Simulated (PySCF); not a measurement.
**C₃H₇BO₂Si: electronic excitations**

What electronic excitations should C₃H₇BO₂Si (`B[Si@]1(O)COC1=C`) show?

The runs use PySCF 2.14.0, with density-fitted response routines of our own; the level of theory stands in each step. All values are computed, except where a source is named. Atoms count from 0, in the outputs and in this text.

## (1) Starting geometry

14 atoms, charge 0, multiplicity 1; geometry from: GFN2-xTB.

Bonds of the start (Å): B0–Si1 1.94, Si1–O2 1.64, Si1–C3 1.95, C3–O4 1.44, O4–C5 1.37, C5–C6 1.33, C5–Si1 1.92, B0–H7 1.17, B0–H8 1.17, O2–H9 0.96, C3–H10 1.09, C3–H11 1.09, C6–H12 1.07, C6–H13 1.08.

## (2) Excited states and response: PBE0/def2-SVPD

The job: settings as JSON, then the geometry in Å.

```
{"job": {"kind": "uv", "xc": "PBE0", "basis": "def2-SVPD", "nstates": 8, "ntriplets": 3}, "charge": 0, "multiplicity": 1}
B      2.072334    -1.127089    -0.358938
Si     0.753640     0.229250     0.056230
O      1.311533     1.710969    -0.363743
C     -0.318616     0.261949     1.683954
O     -1.537291    -0.022246     0.975431
C     -1.105600    -0.079524    -0.328525
C     -1.893799    -0.297205    -1.371870
H      2.784123    -0.993361    -1.273290
H      2.152703    -2.120724     0.248304
H      0.785252     2.506282    -0.299114
H     -0.146736    -0.516309     2.429952
H     -0.419035     1.216432     2.208584
H     -1.481924    -0.336773    -2.363146
H     -2.957261    -0.432123    -1.265996
```

Level: TDDFT PBE0/def2-SVPD, vertical, gas phase, core orbitals frozen in the response.

The run is started by

```console
> OMP_NUM_THREADS=1 python probes_run.py task.json out
```

One launch serves the whole session: the jobs run in the order shown.

Predict these results of the whole session: lowest singlet (PBE0/def2-SVPD); brightest single state of those computed; lowest triplet; surface potential, 1st and 99th percentile.

The runs gave:

```
                                quantity                        value
         lowest singlet (PBE0/def2-SVPD)  2.65 eV (467 nm), f = 0.016
brightest single state of those computed  state 8, 6.16 eV, f = 0.076
                          lowest triplet                      2.40 eV
   surface potential, 1st and 99th percentile           -1.34 V and 2.28 V
```

What this shows: The first singlet state (HOMO→LUMO 0.99) lies at 2.65 eV and is weak; of the 8 states computed, the strongest absorption comes from state 8 at 6.16 eV (the last computed, so partners may be missing). State 1 absorbs in the visible (467 nm). The lowest triplet lies 0.25 eV below the lowest singlet (triplets in Tamm-Dancoff, singlets in full TDDFT). By nearest atom (PBE0/def2-SVPD), the HOMO sits on C6 34 %; O4 29 % and the LUMO on B0 54 %; H7, H8 about 12 % each.
